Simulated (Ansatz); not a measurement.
# C2H5IO: a ladder of functionals and wavefunction methods

Aim: compute C2H5IO with functionals from several rungs and with coupled cluster. The yardstick is the atomisation energy at the CCSD(T) limit.

Computed with Ansatz 0.2.0, Gaussian basis. Level: functionals in def2-TZVPP, the program's frozen cores in correlated methods.

Levels to be run: LDA (SPW92), PBE-D4, revPBE-D4, BLYP-D4, r2SCAN-D4, B97M-V, PBE0-D4, B3LYP-D4, r2SCANh-D4, r2SCAN0-D4, HSE06-D4, BHLYP-D4, CAM-B3LYP-D4, LC-ωPBE, ωB97X-V, ωB97M-V, B2PLYP, PBE-QIDH; CCSD(T)/def2-SVP; CCSD(T)/def2-TZVPP; MP2/def2-QZVPP; extrapolation to the limit; RPA on PBE.

**1. The relaxed structure**

An earlier PBE0-D4 in a triple-zeta def2 set relaxation fixed the geometry. I takes the def2 core potential; no spin-orbit term is included.

SMILES `COCI`, 9 atoms, charge 0, spin multiplicity 1.

Atoms are counted from 1 here; the program's logs count them from 0.

Bond lengths: C1–O2 1.411 Å, C1–H5 1.096 Å, C1–H6 1.088 Å, C1–H7 1.095 Å, O2–C3 1.354 Å, C3–I4 2.211 Å, C3–H8 1.085 Å, C3–H9 1.092 Å. Angles: O2–C1–H5 110.9°, O2–C1–H6 106.9°, O2–C1–H7 110.4°, H5–C1–H6 109.7°, H5–C1–H7 109.2°, H6–C1–H7 109.8°, C1–O2–C3 114.8°, O2–C3–I4 113.9°, O2–C3–H8 109.4°, O2–C3–H9 114.0°, I4–C3–H8 103.6°, I4–C3–H9 102.8°, H8–C3–H9 112.6°.

Coordinates:

```
atom     x (Å)     y (Å)     z (Å)
  C1   0.43071   0.54845  -0.99661
  O2   0.54736   0.53110   0.40943
  C3  -0.08232  -0.50199   1.01789
  I4  -2.28627  -0.33142   1.01800
  H5   0.77507  -0.39822  -1.42914
  H6   1.05493   1.36397  -1.35648
  H7  -0.61004   0.72077  -1.29118
  H8   0.17325  -0.51009   2.07249
  H9   0.08571  -1.46888   0.53849
```

**2. LDA**

This LDA is Slater exchange with PW92 correlation.

in.yaml reads:

```yaml
crystal:
  periodic: [false, false, false]
  atoms:
    - {symbol: C, position_ang: [0.430707, 0.548448, -0.996607]}
    - {symbol: O, position_ang: [0.547365, 0.531096, 0.409431]}
    - {symbol: C, position_ang: [-0.082316, -0.501988, 1.017891]}
    - {symbol: I, position_ang: [-2.286272, -0.331419, 1.017997]}
    - {symbol: H, position_ang: [0.775074, -0.398219, -1.429139]}
    - {symbol: H, position_ang: [1.054927, 1.363971, -1.356477]}
    - {symbol: H, position_ang: [-0.610036, 0.720773, -1.291179]}
    - {symbol: H, position_ang: [0.173246, -0.510086, 2.072492]}
    - {symbol: H, position_ang: [0.085705, -1.468876, 0.538491]}
basis:
  gaussian: {orbitals: def2-TZVPP}
hamiltonian: {xc: lda}
output: {orbitals: {seedname: orbitals}}
```

On the command line:

```
ansatz run in.yaml --threads 4 --pin off --events-out ev --progress --plain --max-ram 10444MiB
```

After this run come: PBE-D4 (GGA); revPBE-D4 (GGA); BLYP-D4 (GGA); r2SCAN-D4 (meta-GGA); B97M-V (meta-GGA); B3LYP-D4 (hybrid); r2SCANh-D4 (hybrid); r2SCAN0-D4 (hybrid); HSE06-D4 (hybrid); BHLYP-D4 (hybrid); CAM-B3LYP-D4 (range-separated); LC-ωPBE (range-separated); ωB97X-V (range-separated); ωB97M-V (range-separated); B2PLYP (double hybrid); PBE-QIDH (double hybrid); CCSD(T) in def2-SVP; CCSD(T) in def2-TZVPP; MP2 in def2-QZVPP; RPA on PBE orbitals.

Before running them: what should the planned runs give, taken together? Wanted: atomisation energy, CCSD(T)/CBS; farthest beyond LDA; mean size of error, GGA; mean size of error, meta-GGA; mean size of error, hybrid; mean size of error, range-separated; mean size of error, double hybrid; gap, smallest and largest; T1 diagnostic.

The runs gave:

```
                               quantity                                                                                                                     value
        atomisation energy, CCSD(T)/CBS                                                                                                             3179.3 kJ/mol
 functionals within 31.8 kJ/mol (1.0 %)  revPBE-D4, BLYP-D4, r2SCAN-D4, B97M-V, PBE0-D4, B3LYP-D4, r2SCANh-D4, HSE06-D4, CAM-B3LYP-D4, ωB97X-V, ωB97M-V, PBE-QIDH
                    farthest beyond LDA                                                                                                  BHLYP-D4 (-122.6 kJ/mol)
                mean size of error, GGA                                                                                                               29.7 kJ/mol
           mean size of error, meta-GGA                                                                                                                9.5 kJ/mol
             mean size of error, hybrid                                                                                                               37.2 kJ/mol
    mean size of error, range-separated                                                                                                               16.5 kJ/mol
      mean size of error, double hybrid                                                                                                               36.9 kJ/mol
              gap, smallest and largest                                                                                     4.20 eV (BLYP-D4), 11.17 eV (LC-ωPBE)
                          T1 diagnostic                                                                                                                    0.0106
triples share of the correlation energy                                                                                                                     3.1 %
```

**Reading.** LDA overbinds by 506.0 kJ/mol (16 %). PBE-D4 misses by +78.5 kJ/mol. Double hybrids carry the basis error of their MP2 part in triple zeta, and no dispersion term here, so their miss is partly the set-up's. The rungs meta-GGA, range-separated, GGA miss on average by less than the doubt on the reference (31.8 kJ/mol), so they tie. Misses under about 31.8 kJ/mol are within the doubt on the reference itself, which lacks core-valence correlation, spin-orbit coupling and higher excitations, and its outer-core shells are covered unevenly. All levels share the lack of spin-orbit coupling, which lowers the free heavy atoms and so the true binding. Hartree-Fock recovers 70 % of the binding; the rest is correlation. CCSD(T) in def2-SVP is off by -179.6 kJ/mol, more than most functionals: a good method in a small basis is no reference. Orbital gaps span 4.2 to 11.2 eV; exact exchange widens them. Correlated methods include outer-core shells of I, which these sets cover unevenly.
